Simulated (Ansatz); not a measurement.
# Si2W: pressure against volume

An exercise on one series of results from a longer session: the logs are not shown, and one member is left open.

Method: DFT LDA, scalar-relativistic, in Ansatz 0.2.0.

## The starting structure

It takes space group I4/mmm (No. 139, tetragonal). The conventional cell has a = 3.212 Å, b = 3.212 Å, c = 7.880 Å, α = 90.00°, β = 90.00°, γ = 90.00°. Si (site symmetry 4mm) is surrounded by 5 Si at 2.62 to 2.63 Å and 5 W at 2.62 Å. Around W (site symmetry 4/mmm) lie 10 Si at 2.62 Å.

Structure file:

```
Si W
1.0
    -1.60600    1.60600    3.94000
     1.60600   -1.60600    3.94000
     1.60600    1.60600   -3.94000
Si W
2 1
Direct
  0.33300 0.33300 0.00000
  0.66700 0.66700 0.00000
  0.00000 0.00000 0.00000
```

Atoms are numbered in the order of the input: Si1, Si2, W3.

Set-up of the first run:

Contents of input.yaml:

```yaml
crystal:
  lattice:
    - [-1.5842946366, 1.5842946366, 3.8867502291]
    - [1.5842946366, -1.5842946366, 3.8867502291]
    - [1.5842946366, 1.5842946366, -3.8867502291]
  atoms:
    - { symbol: Si, position: [0.333, 0.333, 0.0] }
    - { symbol: Si, position: [0.667, 0.667, 0.0] }
    - { symbol: W, position: [0.0, 0.0, 0.0] }
kpoints:
  mp_grid: { grid: [11, 11, 14] }
  band_path:
    path:
      - [0.0, 0.0, 0.0]
      - [0.0, 0.0, 0.5]
      - [0.25, 0.25, 0.25]
      - [0.0, 0.5, 0.0]
      - [0.0, 0.0, 0.0]
      - [0.5, 0.5, -0.5]
      - [0.2915373367, 0.7084626633, -0.2915373367]
      - [-0.2915373367, 0.2915373367, 0.2915373367]
      - [0.0, 0.0, 0.0]
    npoints: 5
scf:
  occupations: { method: fermi_dirac, width: 0.05 }
hamiltonian:
  xc: lda
  pseudopotentials: { kind: all_electron, lapw: { basis_error: 0.001 } }
output:
  forces: true
  stress: true
  eigenvalues: true
```

On the command line:

```bash
$ ansatz run input.yaml --threads 1 --pin off --max-ram 6144MiB --backend cpu --events-out ev --progress --plain --runs-dir out
```

Steps of the session up to this table: Volume × 0.96, LAPW; Volume × 0.96, PAW; Volume × 0.96, crystal datasets; Volume × 0.99, LAPW; Volume × 0.99, PAW; Volume × 0.99, crystal datasets; Volume × 1.02, LAPW; Volume × 1.02, PAW; Volume × 1.02, crystal datasets; Volume × 1.06, LAPW; Volume × 1.06, PAW; Volume × 1.06, crystal datasets.

One of the session's tables, all rows but one given; the rest of the session is left out.

It belongs to the step «Fits». 

```
          method  volume (Å³/atom)  pressure (GPa)  largest force (eV/Å)
            LAPW            13.008            2.08                 0.249
            LAPW            13.414           -5.13                 0.311
            LAPW            13.821          -11.24                 0.367
            LAPW            14.363          -17.92                 0.433
             PAW            13.008            2.16                 0.246
             PAW            13.414           -5.09                 0.309
             PAW            13.821          -11.22                 0.365
             PAW            14.363               ?                     ?
crystal datasets            13.008            2.08                 0.249
crystal datasets            13.414           -5.13                 0.311
crystal datasets            13.821          -11.24                 0.367
crystal datasets            14.363          -17.92                 0.433
```

Q: Estimate the row for PAW, 14.363 from the others.

The run gave: pressure (GPa): -17.94; largest force (eV/Å): 0.431. In the column «pressure (GPa)» it is the lowest.

To keep in mind: Shape and positions are held, so a fully relaxed modulus can be lower. Warnings in the runs' records: symmetry narrowed by mesh, gradients without spin orbit, crystal datasets made.
